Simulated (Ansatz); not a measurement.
Write a Python script for Ansatz's Python interface that makes a check of PAW against all-electron LAPW of CsH, space group Fm-3m. Settings (first run): LDA, PAW, the default cutoff (420 eV here), 6×6×6 k-points, fixed occupations.

The script reads `csh.vasp`:
```text
CsH
1.0
   0.00000000    3.18800000    3.18800000
   3.18800000    0.00000000    3.18800000
   3.18800000    3.18800000    0.00000000
Cs H
1 1
Direct
   0.00000000    0.00000000    0.00000000
   0.50000000    0.50000000    0.50000000
```

`paw_lapw_csh.py`:
```python
'''PAW against all-electron LAPW for CsH.'''

import ansatz
from ase.io import read
import numpy as np

FUNCTIONAL = 'LDA'
MESH = (6, 6, 6)
OCCUPATIONS = 'fixed'


def count_gap(report):
    # lowest empty less highest filled band, counting bands; zero where they overlap
    return max(report.get('gap_by_band_count_ev') or 0.0, 0.0)

atoms = read('csh.vasp', format='vasp')
xtal = ansatz.Crystal.from_ase(atoms)

job = (
    xtal.calculation()
    .functional(FUNCTIONAL)
    .kpoints(*MESH)
    .occupations(OCCUPATIONS)
    .stress()
    .forces()
    .band_table()
)
variants = {
    'PAW': job.pseudopotentials('paw'),
    'LAPW': job.pseudopotentials('all_electron', lapw=True),
}
# totals differ by the cores that each treatment holds, so compare what does not depend on them
rows = []
for label, variant in variants.items():
    rep = variant.run().report
    levels = np.array(rep['eigenvalues_ev'][0]) - rep['fermi_energy_ev']
    print(label, 'levels at the first k-point near E_F:', np.round(levels[np.abs(levels) < 5], 3))
    rows.append((label, rep['n_electrons'], np.trace(rep['stress_gpa']) / 3, count_gap(rep)))
print('     treatment  electrons in bands           P GPa  gap by band count eV')
for row in rows:
    print(f'{str(row[0]):>14s}  {row[1]:18.1f}  {row[2]:14.3f}  {row[3]:20.3f}')
```

Output of `python paw_lapw_csh.py`:
```text
DeckWarning: basis.ecutwfc = 420 eV, auto-derived from the records' recommended cutoffs: set by Cs (normal level)
PAW levels at the first k-point near E_F: [-1.863]
LAPW levels at the first k-point near E_F: [-1.863]
     treatment  electrons in bands           P GPa  gap by band count eV
           PAW                10.0          -1.251                 1.954
          LAPW                28.0          -1.251                 1.953
```
(Warnings from the package without file and line.)

PAW gives -1.251 GPa and LAPW -1.251 GPa, 0.000 GPa apart. They took 0.6 and 1.6 s of processor time.

Caveats:
- Semilocal gaps usually lie well under measured ones.
- The computed bands are complete only to about 5.4 eV above the Fermi level.
- With fixed filling the reported Fermi level is the top filled level among the k-points of the SCF.
- The structure is a deposited one; some such entries were measured under pressure or heat, so a shift against it needn't be the functional's error alone.
- Gaps and levels are Kohn-Sham values on a finite set of k-points, without spin-orbit coupling.
- Pressure is positive in compression; the treatments may keep other shells as core, so totals and counts of electrons can differ.
- Finished in 3.1 s on 1 thread of Arm Neoverse V2, with other jobs on the host, peak memory 0.41 GiB.
